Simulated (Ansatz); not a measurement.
# C2H6AlI: the cost of one run

Program: Ansatz 0.2.0, driven from Python. The levels of theory stand in the script. These are calculated values, not measurements.

## (1) The structure

Bond lengths: C1–Al2 1.945 Å, Al2–C3 1.961 Å, Al2–I4 2.529 Å, C1–H5 1.169 Å, C1–H6 1.142 Å, C1–H7 1.108 Å, C3–H8 1.178 Å, C3–H9 1.095 Å, C3–H10 1.136 Å. Angles (14 of 15 angles, heavy atoms first): C1–Al2–C3 119.0°, C1–Al2–I4 121.6°, C3–Al2–I4 119.4°, Al2–C1–H5 109.5°, Al2–C1–H6 111.9°, Al2–C1–H7 113.5°, Al2–C3–H8 110.1°, Al2–C3–H9 113.1°, Al2–C3–H10 111.7°, H5–C1–H6 104.8°, H5–C1–H7 107.9°, H6–C1–H7 108.7°, H8–C3–H9 108.3°, H8–C3–H10 106.7°.

Input file c2h6ali.xyz:

```xyz
10

C    -0.42130    1.50080   -0.67400
Al   -0.39780   -0.41440   -0.33430
C     0.83390   -1.12430    1.01700
I    -1.85490   -2.01090   -1.64780
H    -1.22340    1.74320   -1.48950
H    -0.75110    2.09330    0.24500
H     0.55210    1.89980   -1.02330
H     1.94440   -0.84530    0.73950
H     0.76940   -2.21220    1.12740
H     0.63190   -0.68110    2.04320
```

## (2) Script

The input, methods_c2h6ali.py:

```python
# -*- coding: utf-8 -*-
'''One geometry of C2H6AlI, method by method.'''

import ansatz as az

c2h6ali = az.Crystal.molecule_from_extxyz('c2h6ali.xyz')

calculation = (
    c2h6ali.calculation()
    .basis(gaussian='def2-SVP')
    .accuracy('medium')
)

methods = ['mp2', 'ccsd', 'ccsd_t']
reports = [calculation.correlation(m).run().report for m in methods]
print(f'Hartree-Fock reference {reports[0]["reference_energy_ev"] / 27.211386246:.6f} Ha')
best = reports[-1]['free_energy_ev'] - reports[-1]['reference_energy_ev']
for method, each in zip(methods, reports):
    gained = each['free_energy_ev'] - each['reference_energy_ev']
    print(f'{method:8s} total {each["free_energy_ev"] / 27.211386246:.6f} Ha  correlation {gained:9.4f} eV  ({100 * gained / best:.1f} % of the last)')
```

## (3) The input behind the calls

The engine receives this input (first run):

```yaml
crystal:
  periodic: [false, false, false]
  atoms:
    - { symbol: C, position_ang: [-0.4213, 1.5008, -0.674] }
    - { symbol: Al, position_ang: [-0.3978, -0.4144, -0.3343] }
    - { symbol: C, position_ang: [0.8339, -1.1243, 1.017] }
    - { symbol: I, position_ang: [-1.8549, -2.0109, -1.6478] }
    - { symbol: H, position_ang: [-1.2234, 1.7432, -1.4895] }
    - { symbol: H, position_ang: [-0.7511, 2.0933, 0.245] }
    - { symbol: H, position_ang: [0.5521, 1.8998, -1.0233] }
    - { symbol: H, position_ang: [1.9444, -0.8453, 0.7395] }
    - { symbol: H, position_ang: [0.7694, -2.2122, 1.1274] }
    - { symbol: H, position_ang: [0.6319, -0.6811, 2.0432] }
accuracy: medium
basis:
  gaussian:
    orbitals: def2-SVP
correlation:
  method: mp2
```

## (4) The run

The run is started by

```console
python methods_c2h6ali.py
```

Q: Estimate wall time and peak memory on 1 thread of Arm Neoverse N1, shared host.

About 51 s, with a peak of 0.52 GiB.
